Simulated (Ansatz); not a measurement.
**BCl₂H₄N (built from SMILES ClBCl.N): search for a transition state**

Is there a first-order saddle for this four-centre ligand exchange, which should form B1–N6, H2–H5 and break B1–H2, H5–N6, and which two structures does it connect?

Method: PBE0-D4, def2-SVP first, then def2-TZVP; program: Ansatz 0.2.0, Gaussian basis.

152 further runs of the same task are left out: 152 set aside as unsound or not needed.

### Step 1. Where the work starts

The guess: 8 atoms, charge 0, spin multiplicity 1.

Atoms are counted from 1 here; the program's logs count them from 0.

Bond lengths: B1–Cl3 1.775 Å, B1–Cl4 1.774 Å, B1–N6 1.554 Å, N6–H7 1.012 Å, N6–H8 1.012 Å. Angles: Cl3–B1–Cl4 117.7°, Cl3–B1–N6 114.7°, Cl4–B1–N6 114.7°, B1–N6–H7 116.4°, B1–N6–H8 116.4°, H7–N6–H8 108.6°.

As a file:

```
B    -0.0306   -0.2361   -0.5784
H     0.9198    0.9326   -0.8912
Cl    0.8868   -1.7153   -0.9250
Cl   -1.4996    0.0652   -1.5269
H     0.7048    0.9998    0.1536
N    -0.1487    0.1163    0.9306
H    -1.0645    0.3965    1.2565
H     0.2321   -0.5590    1.5807
```

Distances that are to change: B1–N6 1.55 Å, H2–H5 1.07 Å, B1–H2 1.54 Å, H5–N6 1.45 Å.

### Step 2. Constrained relaxation of the guess

hold/in.yaml reads:

```yaml
crystal:
  periodic: [false, false, false]
  atoms:
    - {symbol: B, position_ang: [-0.030600, -0.236100, -0.578400]}
    - {symbol: H, position_ang: [0.919800, 0.932600, -0.891200]}
    - {symbol: Cl, position_ang: [0.886800, -1.715300, -0.925000]}
    - {symbol: Cl, position_ang: [-1.499600, 0.065200, -1.526900]}
    - {symbol: H, position_ang: [0.704800, 0.999800, 0.153600]}
    - {symbol: N, position_ang: [-0.148700, 0.116300, 0.930600]}
    - {symbol: H, position_ang: [-1.064500, 0.396500, 1.256500]}
    - {symbol: H, position_ang: [0.232100, -0.559000, 1.580700]}
basis:
  gaussian: {orbitals: def2-SVP}
hamiltonian: {xc: pbe0, dispersion: d4}
relax: {f_tol: 0.04, max_steps: 150, escape_saddle: false, constraints: [{distance: [0, 5]}, {distance: [1, 4]}, {distance: [0, 1]}, {distance: [4, 5]}]}
```

The run is started by

```
ansatz run in.yaml --threads 4 --pin off --events-out ev --progress --plain --max-ram 9574MiB
```

Log (excerpt; [...] marks lines left out):

```text
Functional definition: PBE0
  name "PBE0"
  cite "Adamo & Barone, J. Chem. Phys. 110, 6158 (1999) doi:10.1063/1.478522"
  cite "Perdew, Burke & Ernzerhof, Phys. Rev. Lett. 77, 3865 (1996) doi:10.1103/PhysRevLett.77.3865"
  parent pbe
[...]
892 factors; integrals over basis functions are off by at most 3.9e-4 eV
[...]
mean field -27257.53352843 eV, -1001.6958813502 hartree, gradient 9.3e-6 eV, S^2 0.000000; 0 other end points of the search recorded, 0 dependent functions left out
[...]
reference -27257.53354921 eV, -1001.6958821135 hartree; 25, 25 occupied and 59, 59 virtual orbitals, 892 factors
relax step   1: F+E_penalty+E_count = -27257.70112742 eV  Δ(F+E_penalty+E_count) = +0.000e0 eV  max|allowed force component| = 5.374e-1 eV/Å  Δτ_max = 0.0000 Å  (26 SCF iters, accepted)
[...]
relax step   4: F+E_penalty+E_count = -27257.77907293 eV  Δ(F+E_penalty+E_count) = -4.857e-4 eV  max|allowed force component| = 1.930e-1 eV/Å  Δτ_max = 0.0314 Å  (30 SCF iters, accepted)
[...]
relax step   5: F+E_penalty+E_count = -27257.78232599 eV  Δ(F+E_penalty+E_count) = -3.253e-3 eV  max|allowed force component| = 1.589e-2 eV/Å  Δτ_max = 0.0138 Å  (29 SCF iters, accepted)
  distance B 0 - N 5 held at 1.554096 Å   reaction = +6.7740e-1 eV/Å
  distance H 1 - H 4 held at 1.068807 Å   reaction = +1.1197e0 eV/Å
  distance B 0 - H 1 held at 1.538494 Å   reaction = +5.9898e-1 eV/Å
  distance H 4 - N 5 held at 1.453535 Å   reaction = +2.3374e-1 eV/Å
892 factors; integrals over basis functions are off by at most 4.0e-4 eV
mean field -27257.62098398 eV, -1001.6990952822 hartree, gradient 6.0e-6 eV, S^2 0.000000; 1 other end points of the search recorded, 0 dependent functions left out
[...]
reference -27257.62100444 eV, -1001.6990960339 hartree; 25, 25 occupied and 59, 59 virtual orbitals, 892 factors
Total energy: -27257.78234645 eV, -1001.7050252434 hartree
Atom 0 at    -0.028271    -0.223964    -0.550158 Å, force     0.308889     0.589132     0.512434 eV/Å
Atom 1 at     0.922514     0.922314    -0.936186 Å, force    -0.644048    -0.445604     1.236756 eV/Å
Atom 2 at     0.937054    -1.688713    -0.917373 Å, force    -0.000560     0.001203     0.001683 eV/Å
Atom 3 at    -1.490639     0.119228    -1.527880 Å, force     0.000858    -0.000055     0.001795 eV/Å
Atom 4 at     0.660411     0.921506     0.099985 Å, force     0.136605    -0.137534    -0.946939 eV/Å
Atom 5 at    -0.169578     0.098090     0.963622 Å, force     0.193072    -0.011879    -0.794673 eV/Å
Atom 6 at    -1.083774     0.421874     1.266093 Å, force     0.015894    -0.007207    -0.002205 eV/Å
Atom 7 at     0.252383    -0.570334     1.601797 Å, force    -0.010711     0.011944    -0.008850 eV/Å
Dipole moment:     0.017395     0.236901     0.632956 e Å
```

Run time: 5.5 s. Hardware: 4 threads of Arm Neoverse V2, shared host.

Relaxation path:

```
step  energy from step 1 (eV)  largest force component (eV/Å)
   1                   0.0000                          0.5374
   2                  -0.0673                          0.2222
   3                  -0.0775                          0.1360
   4                  -0.0779                          0.1930
   5                  -0.0812                          0.0159
```

Distances of close pairs at the start and the end, largest changes first:

```
  bond  before (Å)  after (Å)  change (Å)
B1–Cl4       1.774      1.792      +0.018
B1–Cl3       1.775      1.792      +0.017
 N6–H7       1.012      1.016      +0.004
 N6–H8       1.012      1.016      +0.004
 B1–N6       1.554      1.554      +0.000
```

### Step 3. Force constants to start from

hessian/in.yaml reads:

```yaml
crystal:
  periodic: [false, false, false]
  atoms:
    - {symbol: B, position_ang: [-0.028271, -0.223964, -0.550158]}
    - {symbol: H, position_ang: [0.922514, 0.922314, -0.936186]}
    - {symbol: Cl, position_ang: [0.937054, -1.688713, -0.917373]}
    - {symbol: Cl, position_ang: [-1.490639, 0.119228, -1.527880]}
    - {symbol: H, position_ang: [0.660411, 0.921506, 0.099985]}
    - {symbol: N, position_ang: [-0.169578, 0.098090, 0.963622]}
    - {symbol: H, position_ang: [-1.083774, 0.421874, 1.266093]}
    - {symbol: H, position_ang: [0.252383, -0.570334, 1.601797]}
basis:
  gaussian: {orbitals: def2-SVP}
hamiltonian: {xc: pbe0, dispersion: d4}
phonons: {}
scf: {lower_state_search: off}
```

The run is started by

```
ansatz run in.yaml --threads 4 --pin off --events-out ev --progress --plain --max-ram 9574MiB
```

Log (excerpt; [...] marks lines left out):

```text
Functional definition: PBE0
  name "PBE0"
  cite "Adamo & Barone, J. Chem. Phys. 110, 6158 (1999) doi:10.1063/1.478522"
  cite "Perdew, Burke & Ernzerhof, Phys. Rev. Lett. 77, 3865 (1996) doi:10.1103/PhysRevLett.77.3865"
  parent pbe
[...]
894 factors; integrals over basis functions are off by at most 3.9e-4 eV
[...]
mean field -27257.62098099 eV, -1001.6990951722 hartree, gradient 5.2e-6 eV, S^2 0.000000; 0 other end points of the search recorded, 0 dependent functions left out
[...]
reference -27257.62100146 eV, -1001.6990959246 hartree; 25, 25 occupied and 59, 59 virtual orbitals, 894 factors
[... from here to the last solve, the lines of the solves are left out (47 solves) ...]
894 factors; integrals over basis functions are off by at most 3.9e-4 eV
mean field -27257.62092848 eV, -1001.6990932426 hartree, gradient 1.1e-6 eV, S^2 0.000000; 0 other end points of the search recorded, 0 dependent functions left out
[...]
WARN: phonons: modes at or below zero, which the zero-point energy, F, S and C_V leave out: 1, the lowest at -1504.43 cm⁻¹. A minimum has none, and a first-order saddle one
[...]
Atom 0 at    -0.028271    -0.223964    -0.550158 Å, force     0.308890     0.589143     0.512504 eV/Å
Atom 1 at     0.922514     0.922314    -0.936186 Å, force    -0.644048    -0.445600     1.236760 eV/Å
Atom 2 at     0.937054    -1.688713    -0.917373 Å, force    -0.000576     0.001212     0.001663 eV/Å
Atom 3 at    -1.490639     0.119228    -1.527880 Å, force     0.000872    -0.000069     0.001782 eV/Å
Atom 4 at     0.660411     0.921506     0.099985 Å, force     0.136616    -0.137530    -0.946967 eV/Å
Atom 5 at    -0.169578     0.098090     0.963622 Å, force     0.193049    -0.011871    -0.794706 eV/Å
Atom 6 at    -1.083774     0.421874     1.266093 Å, force     0.015894    -0.007208    -0.002205 eV/Å
Atom 7 at     0.252383    -0.570334     1.601797 Å, force    -0.010698     0.011923    -0.008831 eV/Å
Dipole moment:     0.017395     0.236901     0.632955 e Å
Vibrations: -1504.43 243.69 280.87 347.32 432.23 584.98 696.07 771.79 826.21 864.62 1026.60 1078.48 1420.65 1505.28 1719.50 1886.14 3572.05 3697.26 cm⁻¹, zero-point energy 1.298967 eV
Checks for a lower state left out: stability, starts, cluster_reference, orbital_swaps, neighbouring_geometries, increment
```

Run time: 25 s. Hardware: 4 threads of Arm Neoverse V2, shared host.

The structure is not stationary yet, so these wavenumbers are no spectrum; the search needs only the force constants.

### Step 4. Saddle search in the small basis

The search itself is an outer loop (partitioned rational-function steps, Bofill update of the Hessian). Each step is one single-point run with forces. It stops when the largest force is under 0.04 eV/Å and the followed curvature is negative. The first step's input:

presaddle/in.yaml reads:

```yaml
crystal:
  periodic: [false, false, false]
  atoms:
    - {symbol: B, position_ang: [-0.028271, -0.223964, -0.550158]}
    - {symbol: H, position_ang: [0.922514, 0.922314, -0.936186]}
    - {symbol: Cl, position_ang: [0.937054, -1.688713, -0.917373]}
    - {symbol: Cl, position_ang: [-1.490639, 0.119228, -1.527880]}
    - {symbol: H, position_ang: [0.660411, 0.921506, 0.099985]}
    - {symbol: N, position_ang: [-0.169578, 0.098090, 0.963622]}
    - {symbol: H, position_ang: [-1.083774, 0.421874, 1.266093]}
    - {symbol: H, position_ang: [0.252383, -0.570334, 1.601797]}
basis:
  gaussian: {orbitals: def2-SVP}
hamiltonian: {xc: pbe0, dispersion: d4}
output: {forces: true}
scf: {lower_state_search: off}
```

The run is started by

```
ansatz run in.yaml --threads 4 --pin off --events-out ev --progress --plain --max-ram 9574MiB
```

The driver's record:

```
step   energy (eV)  largest force (eV/Å)  followed curvature (eV/Å²)
   1  -27257.78231                1.2368                      -13.98
   2  -27257.86424                0.4647                      -13.92
   3  -27257.88024                0.1016                      -13.91
   4  -27257.88108                0.0146                      -13.80
```

The 4 steps took 2.2 s in all (4 threads of Arm Neoverse V2, shared host).

### Step 5. Saddle search in triple zeta

A small driver takes partitioned rational-function steps: uphill along one mode, downhill along the rest. It calls the program once a step for energy and forces and updates the Hessian by Bofill's formula. It stops when the largest force is under 0.01 eV/Å and the followed curvature is negative. The first step's input:

saddle/in.yaml reads:

```yaml
crystal:
  periodic: [false, false, false]
  atoms:
    - {symbol: B, position_ang: [-0.005430, -0.194695, -0.554608]}
    - {symbol: H, position_ang: [0.860842, 0.860500, -0.875852]}
    - {symbol: Cl, position_ang: [0.947522, -1.678494, -0.915328]}
    - {symbol: Cl, position_ang: [-1.484574, 0.131914, -1.526905]}
    - {symbol: H, position_ang: [0.643327, 0.897615, 0.098264]}
    - {symbol: N, position_ang: [-0.152904, 0.114097, 0.945658]}
    - {symbol: H, position_ang: [-1.070044, 0.429833, 1.246960]}
    - {symbol: H, position_ang: [0.261361, -0.560769, 1.581711]}
basis:
  gaussian: {orbitals: def2-TZVP}
hamiltonian: {xc: pbe0, dispersion: d4}
output: {forces: true}
scf: {lower_state_search: off}
```

The run is started by

```
ansatz run in.yaml --threads 4 --pin off --events-out ev --progress --plain --max-ram 9574MiB
```

The driver's record:

```
step   energy (eV)  largest force (eV/Å)  followed curvature (eV/Å²)
   1  -27268.87236                0.2752                      -13.80
   2  -27268.87735                0.0268                      -13.76
   3  -27268.87739                0.0017                      -13.73
```

The 3 steps took 3.8 s in all (4 threads of Arm Neoverse V2, shared host).

The point found:

```xyz
8
charge 0, multiplicity 1
B    -0.00485   -0.19413   -0.55526
H     0.84876    0.84637   -0.86998
Cl    0.95331   -1.66980   -0.92078
Cl   -1.47628    0.13861   -1.53172
H     0.63160    0.88224    0.09963
N    -0.15753    0.10758    0.94491
H    -1.06039    0.43796    1.24985
H     0.26548   -0.54884    1.58325
```

Followed mode, largest move set to 1: H5 (0.40, 0.24, -0.88); B1 (-0.26, -0.21, 0.42); H2 (0.15, 0.27, 0.20); N6 (-0.21, -0.26, 0.08).

(Part 1 of 2 ends here.)
